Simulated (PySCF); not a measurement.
**ZnB: from the state search to spectroscopic constants**

The task here is to estimate one member of a computed series from the others.

The runs use PySCF 2.14.0; Zn jorge-DZP-DKH, B jorge-DZP-DKH, spin-free X2C with a Gaussian nucleus.

Set-up of the first run:

A driver script around PySCF takes these settings:

```json
{
  "atoms": "Zn, B",
  "charge": "0",
  "basis": "Zn jorge-DZP-DKH, B jorge-DZP-DKH",
  "Hamiltonian": "spin-free X2C with a Gaussian nucleus",
  "basis functions": "58",
  "electrons treated": "35",
  "masses in u": "63.9291, 11.0093",
  "levels": "PBE0, PBE, r²SCAN, revPBE, PBEsol, M06-2X, HSE06, HF, MP2, SCS-MP2, CCSD, CCSD(T)",
  "grid": "80 radial by 434 angular points",
  "occupations": "held fixed by the projection of orbital angular momentum",
  "dissociation limit": "Zn + B, each in its ground configuration",
  "starting distance in angstrom": "2.005",
  "values of 2S to try": "1, 3"
}
```

Run with:

```sh
$ OMP_NUM_THREADS=1 python dia.py task.json out
```

Steps of the session up to this table: The job; First curve: PBE0; Other states along the same grid; PBE (GGA); r²SCAN (meta-GGA); revPBE (GGA); PBEsol (GGA); M06-2X; HSE06; UHF; MP2 and coupled cluster.

One of the session's tables, all rows but one given; the rest of the session is left out.

| level | Re (Å) | ωe (cm⁻¹) | De (eV) |
| --- | --- | --- | --- |
| UHF-MP2 | ? | ? | ? |
| UHF-CCSD | 2.268 | 275.8 | 0.234 |
| UHF-CCSD(T) | 2.211 | 325 | 0.353 |
| PBE | 2.120 | 396 | 1.02 |
| PBEsol | 2.089 | 420 | 1.18 |
| revPBE | 2.144 | 380 | 0.88 |
| r²SCAN | 2.101 | 410 | 0.99 |
| PBE0 | 2.176 | 353 | 0.73 |
| HSE06 | 2.174 | 353 | 0.74 |
| M06-2X | 2.319 | 271.4 | 0.417 |

Q: Estimate the row for UHF-MP2 from the others.

**Answer.** Re (Å): 2.193; ωe (cm⁻¹): 316; De (eV): 0.332. In the column «Re (Å)» it lies between PBE0 (2.176) and UHF-CCSD(T) (2.211).

De is counted to Zn + B in their ground configurations. No constants: UHF (no minimum is bracketed among the points kept).
